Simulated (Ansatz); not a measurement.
# ZrAl3N4: the cost of one run

Program: Ansatz 0.2.0. Level of theory: DFT PBE, scalar-relativistic, plane waves, PAW. These are calculated values, not measurements.

## (1) The starting structure

The structure is tetragonal, space group P4/mmm (No. 123). The conventional cell has a = 3.335 Å, b = 3.335 Å, c = 9.433 Å, α = 90.00°, β = 90.00°, γ = 90.00°. Zr (site symmetry 4/mmm) is surrounded by 6 N at 2.36 Å. Around Al (site symmetry 4mm) lie 6 N at 2.36 Å. Al (site symmetry 4/mmm) has 6 N at 2.36 Å as nearest neighbours. N (site symmetry 4/mmm) is surrounded by 4 Zr at 2.36 Å and 2 Al at 2.36 Å. N (site symmetry 4mm) is surrounded by 5 Al at 2.36 Å and 1 Zr at 2.36 Å. N (site symmetry 4/mmm) is surrounded by 6 Al at 2.36 Å.

Coordinates:

```
CELL_PARAMETERS angstrom
3.33498 0.00000 0.00000
0.00000 3.33498 0.00000
0.00000 0.00000 9.43274
ATOMIC_POSITIONS crystal
Zr 0.50000 0.50000 0.00000
Al 0.00000 0.00000 0.75000
Al 0.00000 0.00000 0.25000
Al 0.50000 0.50000 0.50000
N 0.00000 0.00000 0.00000
N 0.50000 0.50000 0.25000
N 0.00000 0.00000 0.50000
N 0.50000 0.50000 0.75000
```

The start is an ordering of an alloy on its end members' structure types: elements ordered on the sites of the AlN type, Zr/Al on Al (P4/mmm, No. 123).

## (2) Probe: one point on a coarse mesh

input.yaml

```yaml
crystal:
  lattice:
    - [3.33497846, 0.0, 0.0]
    - [0.0, 3.33497846, 0.0]
    - [0.0, 0.0, 9.43274354]
  atoms:
    - { symbol: Zr, position: [0.5, 0.5, 0.0] }
    - { symbol: Al, position: [0.0, 0.0, 0.75] }
    - { symbol: Al, position: [0.0, 0.0, 0.25] }
    - { symbol: Al, position: [0.5, 0.5, 0.5] }
    - { symbol: "N", position: [0.0, 0.0, 0.0] }
    - { symbol: "N", position: [0.5, 0.5, 0.25] }
    - { symbol: "N", position: [0.0, 0.0, 0.5] }
    - { symbol: "N", position: [0.5, 0.5, 0.75] }
basis:
  ecutwfc: 420
kpoints:
  mp_grid: { grid: [6, 6, 2] }
hamiltonian:
  xc: pbe
scf:
  occupations: { method: gaussian, width: 0.1 }
  lower_state_search: "off"
output:
  forces: true
  stress: true
  eigenvalues: true
```

Started as:

```bash
ansatz run input.yaml --threads 1 --pin off --max-ram 2560MiB --backend cpu --events-out ev --progress --plain --runs-dir out
```

What time and memory should one allow on 1 thread of Intel Xeon 6975P-C (Granite Rapids), shared host?

About 1.9 s, with a peak of 0.39 GiB.
